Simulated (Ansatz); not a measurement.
# HF/3-21G run of CH4F2Si (SMILES C[SiH](F)F)

What is the vertical singlet–triplet gap of CH4F2Si at HF/3-21G? 

The calculation is run with Ansatz 0.2.0.

61 further runs of the same task are left out: 1 that didn't finish, 60 set aside as unsound or not needed.

## 1. The system as given

CH4F2Si has 8 atoms, charge 0, and is taken as a singlet. SMILES: `C[SiH](F)F`. The shape is that of a PBE0-D4/def2-TZVP optimisation.

Bond lengths: C1–Si2 1.840 Å, Si2–F3 1.591 Å, Si2–F4 1.591 Å, C1–H5 1.092 Å, C1–H6 1.093 Å, C1–H7 1.093 Å, Si2–H8 1.477 Å. Some angles: C1–Si2–F3 109.8°, C1–Si2–F4 109.8°, F3–Si2–F4 106.8°, C1–Si2–H8 114.8°, F3–Si2–H8 107.6°, F4–Si2–H8 107.6°, Si2–C1–H5 110.7°, Si2–C1–H6 110.6°, Si2–C1–H7 110.6°, H5–C1–H6 108.3°.

## 2. The energy at HF/3-21G

Input file input.yaml:

```yaml
crystal:
  periodic: [false, false, false]
  atoms:
    - {symbol: C, position_ang: [-0.387100, 0.881700, -0.174700]}
    - {symbol: Si, position_ang: [0.329300, -0.775200, 0.180600]}
    - {symbol: F, position_ang: [1.916300, -0.678300, 0.226700]}
    - {symbol: F, position_ang: [-0.035400, -1.783900, -0.994000]}
    - {symbol: H, position_ang: [-0.013400, 1.269000, -1.125400]}
    - {symbol: H, position_ang: [-0.122700, 1.591000, 0.613300]}
    - {symbol: H, position_ang: [-1.476800, 0.824400, -0.231400]}
    - {symbol: H, position_ang: [-0.118100, -1.385700, 1.449000]}
basis:
  gaussian: {orbitals: 3-21G.json}
hamiltonian: {xc: hf}
accuracy: high
output: {orbitals: {seedname: orbitals}}
```

The basis set 3-21G is read from a file made from the Basis Set Exchange's data (not shown).

Command:

```bash
$ ansatz run input.yaml --threads 1 --pin off --max-ram 3480MiB --events-out events.jsonl --progress --plain --runs-dir runs
```

Log:

```text
Warning: RAYON_NUM_THREADS=1 ignored (pool sized by the plan → 1); use --threads N
Functional definition: HF
  name "HF"
  exchange = exact_x
  correlation = 0
1077 factors; integrals over basis functions are off by at most 6.2e-9 eV
mean field evaluation 1: about -14292.4648 eV, gradient 3.4e1 eV
mean field evaluation 2: about -14292.6882 eV, gradient 3.4e1 eV
mean field evaluation 4: about -14294.8216 eV, gradient 1.7e0 eV
mean field evaluation 8: about -14294.8455 eV, gradient 1.1e-1 eV
mean field evaluation 16: about -14294.8455 eV, gradient 2.0e-8 eV
mean field -14294.84550864 eV, -525.3258830484 hartree, gradient 2.0e-8 eV, S^2 0.000000; 0 other end points of the search recorded, 0 dependent functions left out
reference -14294.84550864 eV, -525.3258830484 hartree; 21, 21 occupied and 27, 27 virtual orbitals, 1077 factors
Total energy: -14294.84550864 eV, -525.3258830484 hartree
```

Wall time 0.67 s (1 thread of Arm Neoverse V1, shared host); peak memory 0.1 GiB.

## 3. The triplet at the same level

Input file molecule.yaml:

```yaml
crystal:
  periodic: [false, false, false]
  atoms:
    - {symbol: C, position_ang: [-0.387100, 0.881700, -0.174700]}
    - {symbol: Si, position_ang: [0.329300, -0.775200, 0.180600]}
    - {symbol: F, position_ang: [1.916300, -0.678300, 0.226700]}
    - {symbol: F, position_ang: [-0.035400, -1.783900, -0.994000]}
    - {symbol: H, position_ang: [-0.013400, 1.269000, -1.125400]}
    - {symbol: H, position_ang: [-0.122700, 1.591000, 0.613300]}
    - {symbol: H, position_ang: [-1.476800, 0.824400, -0.231400]}
    - {symbol: H, position_ang: [-0.118100, -1.385700, 1.449000]}
basis:
  gaussian: {orbitals: 3-21G.json}
magnetization: {spin_polarized: true, initial_magnetization: 2}
hamiltonian: {xc: hf}
accuracy: high
output: {orbitals: {seedname: orbitals}}
```

The basis set 3-21G is read from a file made from the Basis Set Exchange's data (not shown).

Command:

```bash
$ ansatz run molecule.yaml --threads 1 --pin off --max-ram 3480MiB --events-out events.jsonl --progress --plain --runs-dir runs
```

Log, cut to the lines that bear on the results:

```text
Warning: RAYON_NUM_THREADS=1 ignored (pool sized by the plan → 1); use --threads N
Functional definition: HF
  name "HF"
[...]
1077 factors; integrals over basis functions are off by at most 6.2e-9 eV
[...]
mean field -14284.20496655 eV, -524.9348503388 hartree, gradient 2.2e-8 eV, S^2 2.007595; 6 other end points of the search recorded, 0 dependent functions left out
reference -14284.20496655 eV, -524.9348503388 hartree; 22, 20 occupied and 26, 28 virtual orbitals, 1077 factors
Total energy: -14284.20496655 eV, -524.9348503388 hartree
```

Wall time 10 s (1 thread of Arm Neoverse V1, shared host); peak memory 0.13 GiB.

## 4. Results

Level: HF/3-21G.

| quantity | value |
| --- | --- |
| singlet: total energy | -525.32588 Eh |
| singlet: HOMO energy | -12.95 eV |
| singlet: LUMO energy | 5.67 eV |
| singlet: HOMO–LUMO gap | 18.62 eV |
| triplet: total energy | -524.93485 Eh |
| triplet: HOMO energy (highest over α and β) | -2.55 eV |
| triplet: ⟨S²⟩ | 2.008 |
| vertical energy of the triplet above the singlet | 10.641 eV |

At this shape the triplet lies 10.64 eV (1027 kJ/mol) above the singlet.
